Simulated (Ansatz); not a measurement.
Runs of Ansatz 0.2.0 on PBr. The typed cell holds 4 atoms: a = 4.939 Å, b = 5.589 Å, c = 6.306 Å, α = 93.19°, β = 96.34°, γ = 111.65°. The cell comes from a database or a generator and needn't be the stable form of this composition.

| level | cutoff (eV) | points for each segment of the path | gap on the mesh (eV) | pressure (GPa) | largest force (eV/Å) |
| --- | --- | --- | --- | --- | --- |
| PBE | 420 | 14 | 1.64 | 0.2 | 0.08 |
| LDA | 420 | 14 | 1.58 | -1.6 | 0.33 |
| HSE06 | 420 | 4 | 2.44 | -0.8 | (b) |
| PBEsol | 420 | 14 | 1.62 | -0.7 | 0.25 |
| PBE0 | 420 | 4 | 3.17 | -0.8 | 0.61 |
| BLYP | 420 | 14 | 1.62 | 1.4 | 0.35 |
| r2SCAN0 | 500 | 4 | 3.27 | -1.3 | 0.76 |
| r2SCAN | 500 | 14 | 1.82 | -0.7 | (a) |
| revPBE | 420 | 14 | 1.68 | 1.0 | 0.11 |
| RPBE | 420 | 14 | 1.68 | 1.1 | 0.14 |

Alike in all rows: task band structure; potentials or basis Ansatz PAW; no spin polarisation; cell as given; k mesh 4 × 3 × 3; smearing fermi-dirac 0.05 eV.

Q: Estimate the missing entries.

A: (a) 0.28; (b) 0.57.

Caveats: the k mesh misses the band edges, so the gap on the mesh is wider than the one along the path; the PAW data sets come from PBE, with cores solved anew for the run's functional, which leaves a small shift of forces and pressure (some runs); the thresholds are loose for stress (some runs).

A k mesh can miss the band edges, and the runs leave out spin-orbit coupling on Br.
